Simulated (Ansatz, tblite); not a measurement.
**Si(OtBu)H3 (C₄H₁₂OSi): rung by rung**

How do method and basis change the picture of Si(OtBu)H3 (C₄H₁₂OSi) (singlet)?

The runs use Ansatz 0.2.0, Gaussian basis; as each input shows.

Plan: GFN1-xTB, GFN2-xTB, PBE-D4/def2-TZVP, r2SCAN-D4/def2-TZVP, BLYP-D4/def2-TZVP, ωB97M-V/def2-TZVP, LDA/def2-TZVP, PBE-D4/def2-SVP, PBE0-D4/def2-SVP, HF/STO-3G, CCSD(T)/def2-SVP, MP2/def2-TZVP.

2 further runs of the same task are left out: 2 set aside as unsound or not needed.

## 1. The structure

The geometry is that of the singlet, from an earlier relaxation (PBE-D4/def2-SVP).

18 atoms, charge 0, spin multiplicity 1.

Bond lengths: C1–C2 1.535 Å, C1–C3 1.533 Å, C1–C4 1.535 Å, C1–O5 1.443 Å, C2–H7 1.109 Å, C2–H8 1.109 Å, C2–H9 1.108 Å, C3–H10 1.108 Å, C3–H11 1.108 Å, C3–H12 1.108 Å, C4–H13 1.109 Å, C4–H14 1.108 Å, C4–H15 1.109 Å, O5–Si6 1.677 Å, Si6–H16 1.499 Å, Si6–H17 1.509 Å, Si6–H18 1.509 Å. Angles: C2–C1–C3 110.6°, C2–C1–C4 110.9°, C2–C1–O5 109.9°, C3–C1–C4 110.6°, C3–C1–O5 105.1°, C4–C1–O5 109.6°, C1–C2–H7 110.8°, C1–C2–H8 111.3°, C1–C2–H9 110.5°, H7–C2–H8 107.6°, H7–C2–H9 108.4°, H8–C2–H9 108.1°, C1–C3–H10 110.1°, C1–C3–H11 111.1°, C1–C3–H12 110.1°, H10–C3–H11 108.7°, H10–C3–H12 108.1°, H11–C3–H12 108.7° and more.

PBE0-D4/def2-TZVP was run before; its log isn't repeated, and its numbers join the tables.

## 2. GFN1-xTB

Tight binding, by tblite at 300 K electronic temperature and without a spin-polarisation term:

```python
tblite.interface.Calculator('GFN1-xTB', numbers, positions, charge=0, uhf=0).singlepoint()
```

Energy -587.5256 eV, HOMO -12.13 eV, LUMO -5.02 eV; 0.008 s.

## 3. GFN2-xTB

Tight binding, by tblite at 300 K electronic temperature and without a spin-polarisation term:

```python
tblite.interface.Calculator('GFN2-xTB', numbers, positions, charge=0, uhf=0).singlepoint()
```

Energy -558.9030 eV, HOMO -10.96 eV, LUMO -4.55 eV; 0.005 s.

## 4. PBE-D4/def2-TZVP

start.molden holds the orbitals of an earlier run on this state, given as this run's starting guess.

in.yaml

```yaml
crystal:
  periodic: [false, false, false]
  atoms:
    - {symbol: C, position_ang: [-0.091813, 0.008564, 0.449150]}
    - {symbol: C, position_ang: [-0.955529, -1.215224, 0.113211]}
    - {symbol: C, position_ang: [0.357091, -0.033904, 1.913889]}
    - {symbol: C, position_ang: [-0.849051, 1.310759, 0.153067]}
    - {symbol: O, position_ang: [1.129445, -0.027409, -0.319086]}
    - {symbol: Si, position_ang: [1.336666, -0.056606, -1.982853]}
    - {symbol: H, position_ang: [-1.864931, -1.241877, 0.746669]}
    - {symbol: H, position_ang: [-1.284665, -1.197807, -0.946173]}
    - {symbol: H, position_ang: [-0.385187, -2.150207, 0.281959]}
    - {symbol: H, position_ang: [0.933013, -0.959903, 2.108996]}
    - {symbol: H, position_ang: [-0.513261, -0.005796, 2.599353]}
    - {symbol: H, position_ang: [1.012170, 0.831311, 2.136245]}
    - {symbol: H, position_ang: [-1.168764, 1.356898, -0.908048]}
    - {symbol: H, position_ang: [-0.203630, 2.188015, 0.357232]}
    - {symbol: H, position_ang: [-1.758056, 1.391200, 0.782614]}
    - {symbol: H, position_ang: [2.821360, -0.053440, -2.190968]}
    - {symbol: H, position_ang: [0.736220, 1.144516, -2.670908]}
    - {symbol: H, position_ang: [0.748921, -1.289069, -2.624339]}
basis:
  gaussian: {orbitals: def2-TZVP, initial_orbitals: start.molden}
hamiltonian: {xc: pbe, dispersion: d4}
scf: {omitted_lower_state_checks: [starts]}
output: {forces: true, orbitals: {seedname: orbitals}}
```

Launch:

```sh
ansatz run in.yaml --threads 4 --pin off --events-out ev --progress --plain --max-ram 4787MiB
```

Further steps of the session: r2SCAN-D4/def2-TZVP; BLYP-D4/def2-TZVP; ωB97M-V/def2-TZVP; LDA/def2-TZVP; PBE-D4/def2-SVP; PBE0-D4/def2-SVP; HF/STO-3G; CCSD(T)/def2-SVP; MP2/def2-TZVP.

Q: Predict the results of all the runs planned. Wanted: gap in def2-TZVP, named functionals, smallest and largest; correlation energy, CCSD(T)/def2-SVP; correlation energy, MP2/def2-TZVP; binding an atom, CCSD(T)/def2-SVP; PBE0 total energy, smallest basis above largest.

As calculated:

| quantity | value |
| --- | --- |
| gap in def2-TZVP, named functionals, smallest and largest | 5.86 eV (LDA), 12.29 eV (ωB97M-V) |
| correlation energy, CCSD(T)/def2-SVP | -26.57 eV |
| correlation energy, MP2/def2-TZVP | -28.32 eV |
| binding an atom, CCSD(T)/def2-SVP | 3.770 eV |
| PBE0 total energy, smallest basis above largest | 9.83 eV (def2-SVP, def2-TZVP) |

What this shows: Orbital gaps of the named functionals in def2-TZVP span 5.86 eV (LDA) to 12.29 eV (ωB97M-V); exact exchange widens it. A small miss in a minimal or small basis is a cancelling of errors, not accuracy. The functionals in def2-TZVP miss CCSD(T)/def2-SVP by +0.141 (BLYP-D4) to +0.672 eV (LDA) an atom. The yardstick is in a double-zeta basis, so levels in larger sets aren't compared like for like. CCSD(T)/def2-SVP isn't at the basis-set limit; small misses against it rank nothing.
